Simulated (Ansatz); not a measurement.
# C6H8BCl2N: ionisation energy by level of theory

How much energy removes an electron from C6H8BCl2N at fixed geometry? The cation is run at each level and the neutral's energy taken from earlier runs.

Program: Ansatz 0.2.0, Gaussian basis. Level of theory: unrestricted cation, the program's frozen cores in correlated methods. These are calculated values, not measurements.

Levels to be run: UKS PBE-D4/def2-TZVPP; UKS r2SCAN-D4/def2-TZVPP; UKS PBE0-D4/def2-TZVPP; UKS B3LYP-D4/def2-TZVPP; UKS wB97X-V/def2-TZVPP; UKS wB97M-V/def2-TZVPP; UKS B2PLYP/def2-TZVPP; UHF-CCSD(T)/def2-TZVPP; UHF-MP2/def2-QZVPP; extrapolation to the limit; then −ε(HOMO) from the neutral's earlier runs with LDA (SPW92), PBE-D4, revPBE-D4, BLYP-D4, r2SCAN-D4, B97M-V, PBE0-D4, B3LYP-D4, r2SCANh-D4, r2SCAN0-D4, HSE06-D4, BHLYP-D4, CAM-B3LYP-D4, LC-ωPBE, ωB97X-V, ωB97M-V.

## (1) The geometry

An earlier PBE0-D4 in a triple-zeta def2 set relaxation fixed the geometry.

SMILES `C[B-](Cl)(Cl)[n+]1ccccc1`, 18 atoms, charge 0, spin multiplicity 1.

Atoms are counted from 1 here; the program's logs count them from 0.

Bond lengths: C1–B2 1.592 Å, C1–H11 1.095 Å, C1–H12 1.095 Å, C1–H13 1.092 Å, B2–Cl3 1.855 Å, B2–Cl4 1.855 Å, B2–N5 1.630 Å, N5–C6 1.337 Å, N5–C10 1.337 Å, C6–C7 1.379 Å, C6–H14 1.082 Å, C7–C8 1.384 Å, C7–H15 1.082 Å, C8–C9 1.384 Å, C8–H16 1.084 Å, C9–C10 1.379 Å, C9–H17 1.082 Å, C10–H18 1.082 Å. Angles: B2–C1–H11 111.8°, B2–C1–H12 111.8°, B2–C1–H13 109.8°, H11–C1–H12 108.1°, H11–C1–H13 107.6°, H12–C1–H13 107.6°, C1–B2–Cl3 112.6°, C1–B2–Cl4 112.6°, C1–B2–N5 107.6°, Cl3–B2–Cl4 109.9°, Cl3–B2–N5 106.9°, Cl4–B2–N5 106.9°, B2–N5–C6 120.1°, B2–N5–C10 120.1°, C6–N5–C10 119.5°, N5–C6–C7 121.8°, N5–C6–H14 115.4°, C7–C6–H14 122.8° and more.

## (2) Cation, UKS PBE-D4/def2-TZVPP

in.yaml reads:

```yaml
crystal:
  periodic: [false, false, false]
  atoms:
    - {symbol: C, position_ang: [1.373806, -1.677502, -1.269208]}
    - {symbol: B, position_ang: [1.323649, -0.087389, -1.219475]}
    - {symbol: Cl, position_ang: [2.912607, 0.656747, -0.616841]}
    - {symbol: Cl, position_ang: [0.854592, 0.661657, -2.850545]}
    - {symbol: N, position_ang: [0.166724, 0.336779, -0.152216]}
    - {symbol: C, position_ang: [-1.103907, 0.452404, -0.551124]}
    - {symbol: C, position_ang: [-2.126571, 0.689355, 0.342850]}
    - {symbol: C, position_ang: [-1.830106, 0.808727, 1.689903]}
    - {symbol: C, position_ang: [-0.512395, 0.680546, 2.094846]}
    - {symbol: C, position_ang: [0.460974, 0.443884, 1.147417]}
    - {symbol: H, position_ang: [0.419978, -2.103801, -1.596676]}
    - {symbol: H, position_ang: [1.621418, -2.106680, -0.292855]}
    - {symbol: H, position_ang: [2.140106, -2.001949, -1.976018]}
    - {symbol: H, position_ang: [-1.265380, 0.362080, -1.616712]}
    - {symbol: H, position_ang: [-3.139835, 0.782405, -0.024738]}
    - {symbol: H, position_ang: [-2.613966, 1.000327, 2.413061]}
    - {symbol: H, position_ang: [-0.228431, 0.766520, 3.135257]}
    - {symbol: H, position_ang: [1.509335, 0.347088, 1.394974]}
basis:
  gaussian: {orbitals: def2-TZVPP}
total_charge: 1
magnetization: {spin_polarized: true, initial_magnetization: 1}
hamiltonian: {xc: pbe, dispersion: d4}
```

After this run come: Cation, UKS r2SCAN-D4/def2-TZVPP; Cation, UKS PBE0-D4/def2-TZVPP; Cation, UKS B3LYP-D4/def2-TZVPP; Cation, UKS wB97X-V/def2-TZVPP; Cation, UKS wB97M-V/def2-TZVPP; Cation, UKS B2PLYP (frozen core)/def2-TZVPP; Cation, UHF-CCSD(T)/def2-TZVPP; Cation, UHF-MP2/def2-QZVPP.

Q: Predict the results of all the runs planned. Wanted: ionisation energy, CCSD(T)/CBS; nearest functional by difference; nearest −ε(HOMO); −ε(HOMO) of PBE; T1 of the cation.

The runs gave:

```
                        quantity               value
  ionisation energy, CCSD(T)/CBS            10.10 eV
nearest functional by difference  ωB97X-V (-0.33 eV)
                nearest −ε(HOMO)  ωB97X-V (-0.15 eV)
                 −ε(HOMO) of PBE             6.19 eV
                T1 of the cation               0.039
```

By cation minus neutral, the functionals miss by 1.09 eV at most. −ε(HOMO) of PBE misses by 3.9 eV, since self-interaction lifts the level. Among orbital estimates ωB97X-V comes nearest. Hartree-Fock falls 1.03 eV short, as the neutral has more correlation energy than the cation. The cation's T1 (from the report) is 0.039, near the customary mark of 0.045 for open shells, so the coupled-cluster value is less safe. The cation may have settled in a state other than its lowest; no search over hole states beyond the program's own was made.
